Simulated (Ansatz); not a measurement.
**GeH₂ (triplet): wave-function methods side by side at a displaced geometry (v2), cc-pVDZ**

Aim: climb from Hartree-Fock through coupled cluster and multireference methods for GeH₂ (triplet) at one geometry and basis, and see what each rung misses.

Program: Ansatz 0.2.0, Gaussian basis. Level of theory: cc-pVDZ, core rule «outside noble gas», up to 14 orbitals frozen. These are calculated values, not measurements.

To be run: UHF; CCSD(T) on ROHF; CCSD(T) on UHF; BCCD(T) on ROHF; CISD; CCSDT(Q) on ROHF; CCSDT(Q) on UHF; CCSDTQ on ROHF; CASSCF and MRCISD+Q, 6 electrons in 6 orbitals; CASSCF and NEVPT4(SD), 6 electrons in 6 orbitals; CASSCF and NEVPT2, 6 electrons in 6 orbitals; Full CI.

28 further runs of the same task are left out: 2 for a mislabelled method, 10 that didn't finish, 16 set aside as unsound or not needed.

### Step 1. What is computed

The geometry is a PBE0/def2-TZVP stationary point (not a proven minimum) with its atoms shifted at random (size 0.100 Å). No spin-orbit coupling is included. The filled d shell of Ge may be among the frozen orbitals whatever the setting's name suggests; the logs give the count.

3 atoms, charge 0, spin multiplicity 3.

Atoms are counted from 1 here; the program's logs count them from 0.

Bond lengths: Ge1–H2 1.544 Å, Ge1–H3 1.534 Å. Angles: H2–Ge1–H3 119.7°.

### Step 2. UHF

in.yaml reads:

```yaml
crystal:
  periodic: [false, false, false]
  atoms:
    - {symbol: Ge, position_ang: [0.003418, -0.020575, -0.000203]}
    - {symbol: H, position_ang: [-0.161457, 0.757618, -1.323010]}
    - {symbol: H, position_ang: [-0.084836, 0.725194, 1.337612]}
basis:
  gaussian: {orbitals: cc-pVDZ}
magnetization: {spin_polarized: true, initial_magnetization: 2}
hamiltonian: {xc: hf}
output: {orbitals: {seedname: orbitals}}
```

Run with:

```sh
$ ansatz run in.yaml --threads 1 --pin off --events-out ev --progress --plain --max-ram 2393MiB
```

After this run come: CCSD(T) on ROHF; CCSD(T) on UHF; BCCD(T) on ROHF; CISD; CCSDT(Q) on ROHF; CCSDT(Q) on UHF; CCSDTQ on ROHF; CASSCF and MRCISD+Q, 6 electrons in 6 orbitals; CASSCF and NEVPT4(SD), 6 electrons in 6 orbitals; CASSCF and NEVPT2, 6 electrons in 6 orbitals; Full CI.

Q: Predict the results of all the runs planned. Wanted: FCI below the RHF energy; RMP2 from FCI; UMP2 from FCI; RCCSD from FCI; RCCSD(T) from FCI; UCCSD(T) from FCI; RCCSDT(Q) from FCI; UCCSDT(Q) from FCI; NEVPT2 valence from FCI.

The runs gave:

| quantity | value |
| --- | --- |
| FCI below the RHF energy | -2.5633 eV |
| RMP2 from FCI | +630.6 meV |
| UMP2 from FCI | +618.2 meV |
| RCCSD from FCI | +63.1 meV |
| RCCSD(T) from FCI | +15.3 meV |
| UCCSD(T) from FCI | +4.5 meV |
| RCCSDT(Q) from FCI | -0.4 meV |
| UCCSDT(Q) from FCI | -11.2 meV |
| NEVPT2 valence from FCI | +496.2 meV |
| NEVPT4(SD) valence from FCI | +64.1 meV |
| MRCISD+Q valence from FCI | -0.7 meV |
| levels within 1 kcal/mol (43 meV) | RCCSD(T), UCCSD(T), BCCD(T), RCCSDT, UCCSDT, RCCSDT(Q), UCCSDT(Q), RCCSDTQ, MRCISD+Q valence |
| T1 diagnostic | 0.018 |
| effectively unpaired electrons | 2.03 |

RCCSD(T) misses by +15.3 meV, 0.6 % of the correlation energy. UCCSDT, UCCSDT(Q) fall below full CI: unrestricted runs freeze a spin-polarised core, another one than full CI's, and coupled cluster isn't variational. One determinant dominates. Of the multireference levels listed MRCISD+Q valence comes nearest in total energy (-0.7 meV), which doesn't show that its space is the better one. These misses are within one basis, not against nature; the frozen cores of restricted and unrestricted runs differ, which can shift their rows.
